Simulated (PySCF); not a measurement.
# C6H7B: the cost of one run

The runs use PySCF 2.14.0; levels as typed in each script, gas phase, geometry from GFN2-xTB.

## (1) The starting structure

SMILES `B1C=CC=CC=C1`, 14 atoms, charge 0, spin multiplicity 1.

Bond lengths: B1–C2 1.525 Å, B1–C7 1.525 Å, B1–H8 1.177 Å, C2–C3 1.363 Å, C2–H9 1.087 Å, C3–C4 1.413 Å, C3–H10 1.087 Å, C4–C5 1.366 Å, C4–H11 1.085 Å, C5–C6 1.413 Å, C5–H12 1.085 Å, C6–C7 1.363 Å, C6–H13 1.087 Å, C7–H14 1.087 Å. Angles: C2–B1–C7 123.3°, C2–B1–H8 118.3°, C7–B1–H8 118.3°, B1–C2–C3 129.2°, B1–C2–H9 116.9°, C3–C2–H9 113.9°, C2–C3–C4 128.7°, C2–C3–H10 117.8°, C4–C3–H10 113.5°, C3–C4–C5 130.4°, C3–C4–H11 114.3°, C5–C4–H11 115.3°, C4–C5–C6 130.4°, C4–C5–H12 115.3°, C6–C5–H12 114.3°, C5–C6–C7 128.7°, C5–C6–H13 113.5°, C7–C6–H13 117.8° and more.

As a file:

```
B     0.0005   -1.7320    0.0000
C    -1.3420   -1.0082    0.0000
C    -1.5990    0.3304    0.0000
C    -0.6831    1.4065    0.0000
C     0.6825    1.4068    0.0000
C     1.5988    0.3311    0.0000
C     1.3424   -1.0076    0.0000
H     0.0008   -2.9086    0.0000
H    -2.2351   -1.6279    0.0000
H    -2.6395    0.6463    0.0000
H    -1.1470    2.3875    0.0000
H     1.1459    2.3880    0.0000
H     2.6392    0.6474    0.0000
H     2.2358   -1.6269    0.0000
```

## (2) Response to an electric field (TPSSh/6-31+g*)

The input, input.py:

```python
import numpy as np
from pyscf import gto, scf, dft
from pyscf.scf import atom_ks, atom_hf
from scipy.linalg import block_diag

def solve(mol, dm0=None, hcore=None):
    mf = (dft.UKS if mol.spin else dft.RKS)(mol, xc='tpssh')
    mf.grids.level = 3
    mf = mf.density_fit(auxbasis='def2-universal-jkfit')
    mf.conv_tol, mf.max_cycle = 1e-8, 80
    if hcore is not None:
        mf.get_hcore = lambda *args: hcore
    mf.kernel(dm0)
    if not mf.converged:
        mf = mf.newton().run(mf.mo_coeff, mf.mo_occ, max_cycle=30)
    assert mf.converged, 'SCF not converged'
    return mf

mol = gto.M(atom='''
B      0.00047    -1.73203     0.00000
C     -1.34203    -1.00822     0.00000
C     -1.59901     0.33040     0.00000
C     -0.68312     1.40654     0.00000
C      0.68246     1.40685     0.00000
C      1.59884     0.33111     0.00000
C      1.34245    -1.00762     0.00000
H      0.00081    -2.90858     0.00000
H     -2.23511    -1.62792     0.00000
H     -2.63954     0.64627     0.00000
H     -1.14698     2.38753     0.00000
H      1.14589     2.38805     0.00000
H      2.63923     0.64745     0.00000
H      2.23581    -1.62693     0.00000
''', basis='6-31+g*', charge=0, spin=0, verbose=4)
field = np.array([0.0, 0.01, 0.0])  # atomic units
mol.set_common_orig(mol.atom_charges() @ mol.atom_coords() / mol.atom_charges().sum())
mf = solve(mol)
out = dict(dm0=mf.make_rdm1(), d0=mf.dip_moment(unit='AU'), e0=mf.e_tot)
for name, sign in (('p', 1), ('m', -1)):
    h = mf.get_hcore() + sign * np.einsum('x,xij->ij', field, mol.intor('int1e_r'))
    mi = solve(mol, mf.make_rdm1(), h)
    out.update({'dm' + name: mi.make_rdm1(), 'd' + name: mi.dip_moment(unit='AU'), 'e' + name: mi.e_tot})
# spherically averaged free atoms, for the promolecule
atm = atom_ks.get_atm_nrks(mol, xc='tpssh')
pro = block_diag(*[(atm[a[0]][2] * atm[a[0]][3]) @ atm[a[0]][2].T for a in mol._atom])
np.savez('result.npz', pro=pro, **out)
```

Launch:

```console
> OMP_NUM_THREADS=1 python input.py
```

What time and memory should one allow on 1 thread of Intel Xeon Platinum 8488C (Sapphire Rapids), shared host?

About 86 s, with a peak of 0.75 GiB.
